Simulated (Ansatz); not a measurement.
**C₂HClFSi radical: a ladder of functionals and wavefunction methods**

Aim: compute C₂HClFSi radical with functionals from several rungs and with coupled cluster, and see how far each lands from CCSD(T) at the basis-set limit for the atomisation energy.

The runs use Ansatz 0.2.0, Gaussian basis; functionals in def2-TZVPP, the program's frozen cores in correlated methods.

The runs, in order: LDA (SPW92), PBE-D4, revPBE-D4, BLYP-D4, r2SCAN-D4, B97M-V, PBE0-D4, B3LYP-D4, r2SCANh-D4, r2SCAN0-D4, HSE06-D4, BHLYP-D4, CAM-B3LYP-D4, LC-ωPBE, ωB97X-V, ωB97M-V, B2PLYP, PBE-QIDH; CCSD(T)/def2-SVP; CCSD(T)/def2-TZVPP; MP2/def2-QZVPP; extrapolation to the limit; RPA on PBE.

## 1. Structure used throughout

An earlier PBE0-D4 in a triple-zeta def2 set relaxation fixed the geometry.

SMILES `C#C[Si](F)Cl`, 6 atoms, charge 0, spin multiplicity 2.

Atoms are counted from 1 here; the program's logs count them from 0.

Bond lengths: C1–C2 1.207 Å, C1–H6 1.067 Å, C2–Si3 1.806 Å, Si3–F4 1.592 Å, Si3–Cl5 2.039 Å. Angles: C2–C1–H6 178.9°, C1–C2–Si3 172.0°, C2–Si3–F4 109.1°, C2–Si3–Cl5 110.3°, F4–Si3–Cl5 108.4°.

## 2. LDA

This LDA is Slater exchange with PW92 correlation.

Contents of in.yaml:

```yaml
crystal:
  periodic: [false, false, false]
  atoms:
    - {symbol: C, position_ang: [-1.695060, 0.189852, -0.451191]}
    - {symbol: C, position_ang: [-0.557856, -0.041685, -0.118319]}
    - {symbol: Si, position_ang: [1.087735, -0.629179, 0.338839]}
    - {symbol: F, position_ang: [1.409002, -0.169809, 1.828690]}
    - {symbol: Cl, position_ang: [2.494466, 0.172649, -0.900886]}
    - {symbol: H, position_ang: [-2.696087, 0.414170, -0.743234]}
basis:
  gaussian: {orbitals: def2-TZVPP}
magnetization: {spin_polarized: true, initial_magnetization: 1}
hamiltonian: {xc: lda}
output: {orbitals: {seedname: orbitals}}
```

Run with:

```bash
> ansatz run in.yaml --threads 4 --pin off --events-out ev --progress --plain --max-ram 10444MiB
```

Further steps of the session: PBE-D4 (GGA); revPBE-D4 (GGA); BLYP-D4 (GGA); r2SCAN-D4 (meta-GGA); B97M-V (meta-GGA); PBE0-D4 (hybrid); B3LYP-D4 (hybrid); r2SCANh-D4 (hybrid); r2SCAN0-D4 (hybrid); HSE06-D4 (hybrid); BHLYP-D4 (hybrid); CAM-B3LYP-D4 (range-separated); LC-ωPBE (range-separated); ωB97X-V (range-separated); ωB97M-V (range-separated); B2PLYP (double hybrid); PBE-QIDH (double hybrid); CCSD(T) in def2-SVP; CCSD(T) in def2-TZVPP; MP2 in def2-QZVPP; RPA on PBE orbitals.

Q: Predict the results of all the runs planned. Wanted: atomisation energy, CCSD(T)/CBS; farthest beyond LDA; mean size of error, GGA; mean size of error, meta-GGA; mean size of error, hybrid; mean size of error, range-separated; mean size of error, double hybrid; gap, smallest and largest; T1 diagnostic.

**Answer**, as computed:

| quantity | value |
| --- | --- |
| atomisation energy, CCSD(T)/CBS | 2505.2 kJ/mol |
| functionals within 12.5 kJ/mol (0.5 %) | BLYP-D4, B3LYP-D4, r2SCANh-D4, CAM-B3LYP-D4, LC-ωPBE, ωB97X-V, ωB97M-V, PBE-QIDH |
| farthest beyond LDA | BHLYP-D4 (-112.8 kJ/mol) |
| mean size of error, GGA | 39.1 kJ/mol |
| mean size of error, meta-GGA | 25.2 kJ/mol |
| mean size of error, hybrid | 33.6 kJ/mol |
| mean size of error, range-separated | 4.3 kJ/mol |
| mean size of error, double hybrid | 10.1 kJ/mol |
| gap, smallest and largest | 1.25 eV (LDA (SPW92)), 8.84 eV (LC-ωPBE) |
| T1 diagnostic | 0.0182 |
| triples share of the correlation energy | 4.3 % |

**Reading.** The LDA atomisation energy is off by 406.9 kJ/mol (16 %): it overbinds. PBE-D4 misses by +93.5 kJ/mol. Double hybrids carry the basis error of their MP2 part in triple zeta, and no dispersion term here, so their miss is partly the set-up's. The rungs range-separated, double hybrid miss on average by less than the doubt on the reference (12.5 kJ/mol), so they tie. Misses under about 12.5 kJ/mol are within the doubt on the reference itself, which lacks core-valence correlation, relativity and higher excitations. Hartree-Fock recovers 73 % of the binding; the rest is correlation. CCSD(T) in def2-SVP is off by -188.1 kJ/mol, worse than the median functional, from the basis alone. The gap grows from 1.2 to 8.8 eV across the functionals, mostly with the share of exact exchange.
